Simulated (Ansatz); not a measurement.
# Sr7N: the cost of one run

Program: Ansatz 0.2.0. Level of theory: DFT PBE, scalar-relativistic, plane waves, PAW. These are calculated values, not measurements.

## Step 1: The structure to begin with

It takes space group Fm-3m (No. 225, cubic). Conventional cell: a = 9.403 Å, b = 9.403 Å, c = 9.403 Å, α = 90.00°, β = 90.00°, γ = 90.00°. Sr (site symmetry mmm) is surrounded by 10 Sr at 3.32 Å and 2 N at 3.32 Å. Sr (site symmetry m-3m) is surrounded by 12 Sr at 3.32 Å. N (site symmetry m-3m) has 12 Sr at 3.32 Å in its first shell of neighbours.

Coordinates:

```
Sr N
1.0
     0.00000    4.70137    4.70137
     4.70137    0.00000    4.70137
     4.70137    4.70137    0.00000
Sr N
7 1
Direct
  0.50000 0.00000 0.00000
  0.00000 0.50000 0.50000
  0.00000 0.50000 0.00000
  0.50000 0.00000 0.50000
  0.00000 0.00000 0.50000
  0.50000 0.50000 0.00000
  0.50000 0.50000 0.50000
  0.00000 0.00000 0.00000
```

The cell is invented: species swapped into a database cell of Zn7Tc (Fm-3m, No. 225), with Sr on the Zn sites and N on the Tc sites. Its size is a rough estimate.

## Step 2: The guess as it stands, on a coarse mesh

input.yaml reads:

```yaml
crystal:
  lattice:
    - [0.0, 4.70137187, 4.70137187]
    - [4.70137187, 0.0, 4.70137187]
    - [4.70137187, 4.70137187, 0.0]
  atoms:
    - { symbol: Sr, position: [0.5, 0.0, 0.0] }
    - { symbol: Sr, position: [0.0, 0.5, 0.5] }
    - { symbol: Sr, position: [0.0, 0.5, 0.0] }
    - { symbol: Sr, position: [0.5, 0.0, 0.5] }
    - { symbol: Sr, position: [0.0, 0.0, 0.5] }
    - { symbol: Sr, position: [0.5, 0.5, 0.0] }
    - { symbol: Sr, position: [0.5, 0.5, 0.5] }
    - { symbol: "N", position: [0.0, 0.0, 0.0] }
basis:
  ecutwfc: 420
kpoints:
  mp_grid: { grid: [4, 4, 4] }
hamiltonian:
  xc: pbe
scf:
  occupations: { method: gaussian, width: 0.1 }
  lower_state_search: "off"
output:
  forces: true
  stress: true
  eigenvalues: true
```

On the command line:

```bash
$ ansatz run input.yaml --threads 1 --pin off --max-ram 2560MiB --backend cpu --events-out ev --progress --plain --runs-dir out
```

What time and memory should one allow on 1 thread of Intel Xeon 6975P-C (Granite Rapids), shared host?

About 2.5 s, with a peak of 0.45 GiB.
